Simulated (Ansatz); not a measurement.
CH3BOS, SMILES O=CBS, a rigid scan of one bond angle

Program: Ansatz 0.2.0, Python API.

At the Python prompt:
```pycon
>>> import warnings
>>> import ansatz as az
>>> from ase import Atoms
>>> warnings.simplefilter("ignore", az.DeckWarning)
>>> atoms = Atoms(["O", "C", "B", "S", "H", "H", "H"], positions=[
...     (-1.2319, 1.7233, 0.1074),
...     (-0.6981, 0.8178, -0.4014),
...     (-0.1391, -0.2993, 0.4992),
...     (0.8736, -1.7515, -0.2557),
...     (-0.5804, 0.7513, -1.4951),
...     (-0.2254, -0.2189, 1.6856),
...     (2.0626, -1.0908, -0.1857),
... ])
>>> first = az.Crystal.molecule_from_ase(atoms).calculation()
>>> first = first.basis(gaussian="cc-pVDZ")
>>> first = first.functional("r2scan")
>>> first = first.scf(lower_state_search="light")
>>> first = first.relax(force_tolerance=0.02, max_steps=80)
>>> atoms.positions = first.run().report["positions_ang"]
>>> rows = []
>>> for angle in [90, 100, 110, 120, 135, 150, 165, 179]:
...     bent = atoms.copy()
...     bent.set_angle(2, 3, 6, angle, indices=[6])
...     calc = (
...         az.Crystal.molecule_from_ase(bent).calculation()
...         .basis(gaussian="cc-pVDZ")
...         .functional("r2scan")
...         .scf(lower_state_search="light")
...     )
...     rows.append((angle, calc.run().report["free_energy_ev"]))
...
>>> floor = min(e for _, e in rows)
>>> for angle, e in rows:
...     print(f"angle B2-S3-H6 = {angle:3d} deg   {1000 * (e - floor):9.1f} meV")
...
angle B2-S3-H6 =  90 deg        42.2 meV
angle B2-S3-H6 = 100 deg         0.0 meV
angle B2-S3-H6 = 110 deg        84.8 meV
angle B2-S3-H6 = 120 deg       283.0 meV
angle B2-S3-H6 = 135 deg       748.0 meV
angle B2-S3-H6 = 150 deg      1318.6 meV
angle B2-S3-H6 = 165 deg      1827.7 meV
angle B2-S3-H6 = 179 deg      2064.9 meV
```

Notes:
- These settings explore the input space; basis and method may be short of convergence.
- The scan is rigid, and the energies are electronic, in a modest basis. The zero is the lowest point of the grid, which needn't be the minimum.
- Run time: 45 s on 1 thread of Intel(R) Xeon(R) 6975P-C (Granite Rapids), with other jobs on the host, peak memory 0.24 GiB.
